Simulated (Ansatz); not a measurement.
**C₂H₇OSi radical: how energies converge with the basis set**

The task here is to estimate one member of a computed series from the others.

Method: one geometry, several basis sets; program: Ansatz 0.2.0, Gaussian basis.

Plan: PBE0-D4/def2-SVP; ωB97M-V/def2-SVP; PBE0-D4/def2-QZVPP; ωB97M-V/def2-QZVPP; the functionals' def2-TZVPP values are taken from earlier runs.

## The geometry

All runs share one geometry, relaxed beforehand with PBE0-D4 in a triple-zeta def2 set.

SMILES `CC[SiH]O`, 11 atoms, charge 0, spin multiplicity 2.

Atoms are counted from 1 here; the program's logs count them from 0.

Bond lengths: C1–C2 1.525 Å, C1–H5 1.093 Å, C1–H6 1.093 Å, C1–H7 1.093 Å, C2–Si3 1.873 Å, C2–H8 1.097 Å, C2–H9 1.094 Å, Si3–O4 1.657 Å, Si3–H10 1.504 Å, O4–H11 0.958 Å. Angles: C2–C1–H5 111.4°, C2–C1–H6 111.5°, C2–C1–H7 111.5°, H5–C1–H6 107.5°, H5–C1–H7 107.4°, H6–C1–H7 107.3°, C1–C2–Si3 113.2°, C1–C2–H8 110.8°, C1–C2–H9 110.9°, Si3–C2–H8 106.8°, Si3–C2–H9 108.6°, H8–C2–H9 106.2°, C2–Si3–O4 106.6°, C2–Si3–H10 110.4°, O4–Si3–H10 110.3°, Si3–O4–H11 117.1°.

The first run:

Input file in.yaml:

```yaml
crystal:
  periodic: [false, false, false]
  atoms:
    - {symbol: C, position_ang: [-0.501265, 1.512304, -0.336698]}
    - {symbol: C, position_ang: [-0.350019, 0.009666, -0.549405]}
    - {symbol: Si, position_ang: [0.332745, -0.882977, 0.948778]}
    - {symbol: O, position_ang: [0.559527, -2.461137, 0.496914]}
    - {symbol: H, position_ang: [-0.870554, 2.007123, -1.238047]}
    - {symbol: H, position_ang: [-1.203668, 1.734196, 0.470736]}
    - {symbol: H, position_ang: [0.452600, 1.978389, -0.075733]}
    - {symbol: H, position_ang: [0.333445, -0.199560, -1.381709]}
    - {symbol: H, position_ang: [-1.308297, -0.444634, -0.819015]}
    - {symbol: H, position_ang: [1.638010, -0.269243, 1.373274]}
    - {symbol: H, position_ang: [0.982875, -3.041025, 1.131503]}
basis:
  gaussian: {orbitals: def2-SVP}
magnetization: {spin_polarized: true, initial_magnetization: 1}
hamiltonian: {xc: pbe0, dispersion: d4}
output: {orbitals: {seedname: orbitals}}
```

Among the steps run: PBE0-D4 in def2-SVP; ωB97M-V in def2-SVP; PBE0-D4 in def2-QZVPP; ωB97M-V in def2-QZVPP.

One table of the session follows, with a row left open; its other results are not shown here.

It belongs to the step «Functionals by basis». 

| functional | basis | HOMO (eV) | LUMO (eV) |
| --- | --- | --- | --- |
| PBE0-D4 | def2-SVP | -5.36 | -1.61 |
| PBE0-D4 | def2-TZVPP | -5.46 | -1.68 |
| PBE0-D4 | def2-QZVPP | ? | ? |
| ωB97M-V | def2-SVP | -7.12 | 0.03 |
| ωB97M-V | def2-TZVPP | -7.24 | -0.13 |
| ωB97M-V | def2-QZVPP | -7.28 | -0.23 |

**Question.** Estimate the row for PBE0-D4, def2-QZVPP.

**Answer.** HOMO (eV): -5.50; LUMO (eV): -1.74. In the column «HOMO (eV)» it lies between ωB97M-V, def2-SVP (-7.12) and PBE0-D4, def2-TZVPP (-5.46).
